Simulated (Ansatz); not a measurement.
# Sb (bcc type): how the settings move a single-point run

How sensitive is a single-point run of Sb (bcc type) to its settings? A reference run comes first, then one run with altered input.

Method: reference: DFT, LDA, PAW with Ansatz's default frozen-core files, scalar-relativistic, in Ansatz 0.2.0.

3 further runs of the same task are left out: 1 for a known fault of the program, 2 that didn't finish. Runs told in other sessions of the task aren't counted.

## 1. The structure to begin with

It takes space group Im-3m (No. 229, cubic). Conventional cell: a = 3.260 Å, b = 3.260 Å, c = 3.260 Å, α = 90.00°, β = 90.00°, γ = 90.00°. Around Sb (site symmetry m-3m) lie 8 Sb at 2.82 Å.

Coordinates:

```
Sb
1.0
    -1.62987    1.62987    1.62987
     1.62987   -1.62987    1.62987
     1.62987    1.62987   -1.62987
Sb
1
Cartesian
  0.0000 0.0000 0.0000
```

## 2. The reference run

input.yaml reads:

```yaml
crystal:
  lattice:
    - [-1.6298742622, 1.6298742622, 1.6298742622]
    - [1.6298742622, -1.6298742622, 1.6298742622]
    - [1.6298742622, 1.6298742622, -1.6298742622]
  atoms:
    - { symbol: Sb, position: [0.0, 0.0, 0.0] }
kpoints:
  mp_grid: { grid: [14, 14, 14] }
  band_path:
    path:
      - [0.0, 0.0, 0.0]
      - [0.5, -0.5, 0.5]
      - [0.0, 0.0, 0.5]
      - [0.0, 0.0, 0.0]
      - [0.25, 0.25, 0.25]
      - [0.5, -0.5, 0.5]
      - [0.25, 0.25, 0.25]
      - [0.0, 0.0, 0.5]
    npoints: 8
scf:
  occupations: { method: fermi_dirac, width: 0.08 }
hamiltonian:
  xc: lda
  pseudopotentials: { kind: paw }
output:
  forces: true
  stress: true
  eigenvalues: true
  populations: true
  dos: { projected: true, de: 0.2, e_range: [-14, 8] }
```

Started as:

```console
ansatz run input.yaml --threads 1 --pin off --max-ram 2048MiB --backend cpu --events-out ev --progress --plain --runs-dir out
```

## 3. Changing settings: occupations.width 0.05

input.yaml, as its differences from that of step 2:

```diff
@@ -21,3 +21,3 @@
 scf:
-  occupations: { method: fermi_dirac, width: 0.08 }
+  occupations: { method: fermi_dirac, width: 0.05 }
 hamiltonian:
@@ -30,2 +30 @@
   populations: true
-  dos: { projected: true, de: 0.2, e_range: [-14, 8] }
```

What does the calculation give? Wanted: for each run, ending; energy change; pressure; gap; force.

**Answer**, as computed:

| run | ending | energy change | pressure (GPa) | gap (eV) | force (eV/Å) | cycles | time |
| --- | --- | --- | --- | --- | --- | --- | --- |
| reference | converged | 0 | 67.3 | 0.00 | 0.00 | 6 | 2.3 s |
| 1: occupations.width 0.05 | converged | +0.6 meV/atom (σ→0) | 67.4 | 0.00 | 0.00 | 6 | 2.1 s |

Times don't compare one to one where runs were asked for different outputs or read a saved state (see the inputs); cycles may leave out searches for a lower state.

Residual by cycle in the longest SCF loop of each run; runs are numbered as in the table. The quantity is the density residual dr2, in eV.

| cycle | reference | run 1 |
| --- | --- | --- |
| 1 | 0.00665 | 0.00669 |
| 2 | 0.00124 | 0.00125 |
| 3 | 3.0e-6 | 2.9e-6 |
| 4 | 7.0e-7 | 7.0e-7 |
| 5 | 2.8e-9 | 2.7e-9 |
| 6 | 9.5e-11 | 9.7e-11 |

Changing the smearing moves the energy by +0.6 meV/atom (σ→0 values). Semilocal functionals close small gaps, and spin-orbit coupling, left out here, moves these band edges, so the missing gap need not be the real solid's. The structure is not at rest: the sound run finds 67 GPa, so these are no properties of the relaxed crystal. 
